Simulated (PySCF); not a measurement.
# SrC (triplet) at other levels of theory

Aim: see what other levels and later steps give for SrC (triplet).

Computed with PySCF 2.14.0. Level: method and basis as typed in the scripts.

6 further runs of the same task are left out: 6 that didn't finish.

## (1) Where the work starts

SrC (triplet): 2 atoms, charge 0, spin multiplicity 3.

Bond lengths: Sr1–C2 2.178 Å.

## (2) Base script

Contents of input.py:

```python
from pyscf import gto, dft

mol = gto.M(
    atom='Sr 0 0 0; C 0 0 2.178',
    basis='crenbl',
    ecp={'Sr': 'crenbl', 'C': 'crenbl'},
    charge=0,
    spin=2,
    symmetry=True,
    verbose=3,
)
mf = dft.UKS(mol, xc='hcth407')
mf.kernel()
mf.mulliken_pop()
mf.dip_moment()
print('orbital energies (hartree):', [e[max(0, n-3):n+3].round(4) for e, n in zip(mf.mo_energy, mol.nelec)])
```

Command:

```bash
> python input.py
```

## (3) SCF alone

Variant 1 changes step after the SCF: analyze → none.

Edit input.py of step 2 so:

```diff
@@ -13,3 +13,2 @@
 mf.kernel()
-mf.mulliken_pop()
 mf.dip_moment()
```

## (4) MP2 (UHF)

Variant 2 changes step after the SCF: analyze → mp2; SCF type: UKS → UHF; functional: hcth407 → none (Hartree–Fock).

Edit input.py of step 2 so:

```diff
@@ -1,2 +1,2 @@
-from pyscf import gto, dft
+from pyscf import gto, scf, mp
 
@@ -11,5 +11,5 @@
 )
-mf = dft.UKS(mol, xc='hcth407')
+mf = scf.UHF(mol)
 mf.kernel()
-mf.mulliken_pop()
+mp.MP2(mf).kernel()
 mf.dip_moment()
```

## (5) Mn15l

Variant 3 changes functional: hcth407 → mn15l.

Edit input.py of step 2 so:

```diff
@@ -11,3 +11,3 @@
 )
-mf = dft.UKS(mol, xc='hcth407')
+mf = dft.UKS(mol, xc='mn15l')
 mf.kernel()
```

## (6) Pbe

Variant 4 changes functional: hcth407 → pbe.

Edit input.py of step 2 so:

```diff
@@ -11,3 +11,3 @@
 )
-mf = dft.UKS(mol, xc='hcth407')
+mf = dft.UKS(mol, xc='pbe')
 mf.kernel()
```

Q: Predict the outcome of this session. Wanted: for each run, E(SCF); from base; SCF dipole; after the SCF.

As calculated:

| run | E(SCF) (hartree) | from base (eV) | SCF dipole (D) | after the SCF |
| --- | --- | --- | --- | --- |
| base | -36.235732 | 0 | 3.34 | n/a |
| SCF alone | -36.235732 | 0.0000 | 3.34 | n/a |
| MP2 (UHF) | -35.537608 | not comparable | 1.31 | MP2 correlation -2.605 eV |
| mn15l | -35.889861 | not comparable | 3.62 | n/a |
| pbe | -36.037679 | not comparable | 3.34 | n/a |

Total energies of different functionals can't be compared with each other; differences within one functional can.
